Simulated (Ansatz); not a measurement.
# B2ClH4NO: one species, many methods

How much do the methods differ for B2ClH4NO? The plan is to run it at one geometry with functionals of several rungs and with coupled cluster, and see how far each lands from CCSD(T) at the basis-set limit for the atomisation energy.

The runs use Ansatz 0.2.0, Gaussian basis; functionals in def2-TZVPP, the program's frozen cores in correlated methods.

Plan: LDA (SPW92), PBE-D4, revPBE-D4, BLYP-D4, r2SCAN-D4, B97M-V, PBE0-D4, B3LYP-D4, r2SCANh-D4, r2SCAN0-D4, HSE06-D4, BHLYP-D4, CAM-B3LYP-D4, LC-ωPBE, ωB97X-V, ωB97M-V, B2PLYP, PBE-QIDH; CCSD(T)/def2-SVP; CCSD(T)/def2-TZVPP; MP2/def2-QZVPP; extrapolation to the limit; RPA on PBE.

## 1. The relaxed structure

An earlier PBE0-D4 in a triple-zeta def2 set relaxation fixed the geometry.

SMILES `BOB(N)Cl`, 9 atoms, charge 0, spin multiplicity 1.

Atoms are counted from 1 here; the program's logs count them from 0.

Bond lengths: B1–O2 1.354 Å, B1–H6 1.197 Å, B1–H7 1.197 Å, O2–B3 1.377 Å, B3–N4 1.389 Å, B3–Cl5 1.775 Å, N4–H8 1.005 Å, N4–H9 1.003 Å. Angles: O2–B1–H6 120.8°, O2–B1–H7 116.7°, H6–B1–H7 122.5°, B1–O2–B3 131.0°, O2–B3–N4 118.7°, O2–B3–Cl5 122.0°, N4–B3–Cl5 119.3°, B3–N4–H8 121.5°, B3–N4–H9 123.0°, H8–N4–H9 115.5°.

## 2. LDA

This LDA is Slater exchange with PW92 correlation.

Input file in.yaml:

```yaml
crystal:
  periodic: [false, false, false]
  atoms:
    - {symbol: B, position_ang: [0.274120, 1.769958, -0.615920]}
    - {symbol: O, position_ang: [0.413342, 0.638869, 0.115548]}
    - {symbol: B, position_ang: [-0.214905, -0.582360, 0.019122]}
    - {symbol: N, position_ang: [0.104462, -1.571299, 0.940174]}
    - {symbol: Cl, position_ang: [-1.412075, -0.926312, -1.244827]}
    - {symbol: H, position_ang: [-0.508724, 1.823092, -1.520118]}
    - {symbol: H, position_ang: [0.966959, 2.697204, -0.309218]}
    - {symbol: H, position_ang: [0.778284, -1.411752, 1.668996]}
    - {symbol: H, position_ang: [-0.312961, -2.483600, 0.929143]}
basis:
  gaussian: {orbitals: def2-TZVPP}
hamiltonian: {xc: lda}
output: {orbitals: {seedname: orbitals}}
```

Command:

```sh
$ ansatz run in.yaml --threads 2 --pin off --events-out ev --progress --plain --max-ram 4352MiB
```

Further steps of the session: PBE-D4 (GGA); revPBE-D4 (GGA); BLYP-D4 (GGA); r2SCAN-D4 (meta-GGA); B97M-V (meta-GGA); PBE0-D4 (hybrid); B3LYP-D4 (hybrid); r2SCANh-D4 (hybrid); r2SCAN0-D4 (hybrid); HSE06-D4 (hybrid); BHLYP-D4 (hybrid); CAM-B3LYP-D4 (range-separated); LC-ωPBE (range-separated); ωB97X-V (range-separated); ωB97M-V (range-separated); B2PLYP (double hybrid); PBE-QIDH (double hybrid); CCSD(T) in def2-SVP; CCSD(T) in def2-TZVPP; MP2 in def2-QZVPP; RPA on PBE orbitals.

Before running them: what should the planned runs give, taken together? Wanted: atomisation energy, CCSD(T)/CBS; farthest beyond LDA; mean size of error, GGA; mean size of error, meta-GGA; mean size of error, hybrid; mean size of error, range-separated; mean size of error, double hybrid; gap, smallest and largest; T1 diagnostic.

**Answer**, as computed:

| quantity | value |
| --- | --- |
| atomisation energy, CCSD(T)/CBS | 37.151 eV |
| functionals within 0.186 eV (0.5 %) | revPBE-D4, r2SCANh-D4, LC-ωPBE, B2PLYP, PBE-QIDH |
| farthest beyond LDA | PBE-D4 (+1.017 eV) |
| mean size of error, GGA | 0.452 eV |
| mean size of error, meta-GGA | 0.393 eV |
| mean size of error, hybrid | 0.343 eV |
| mean size of error, range-separated | 0.341 eV |
| mean size of error, double hybrid | 0.036 eV |
| gap, smallest and largest | 4.97 eV (LDA (SPW92)), 12.72 eV (LC-ωPBE) |
| T1 diagnostic | 0.0122 |
| triples share of the correlation energy | 3.8 % |

What this shows: The LDA atomisation energy is off by 5.618 eV (15 %): it overbinds. PBE-D4 is off by +1.017 eV. Double hybrids carry the basis error of their MP2 part in triple zeta, and no dispersion term here, so their miss is partly the set-up's. Taken by rung, double hybrid functionals do best (0.036 eV on average) and GGA ones worst beyond LDA (0.452 eV). Misses under about 0.186 eV are within the doubt on the reference itself, which lacks core-valence correlation, relativity and higher excitations. Hartree-Fock recovers 75 % of the binding; the rest is correlation. CCSD(T) in def2-SVP is off by -1.756 eV, which most functionals beat. The gap grows from 5.0 to 12.7 eV across the functionals, mostly with the share of exact exchange.
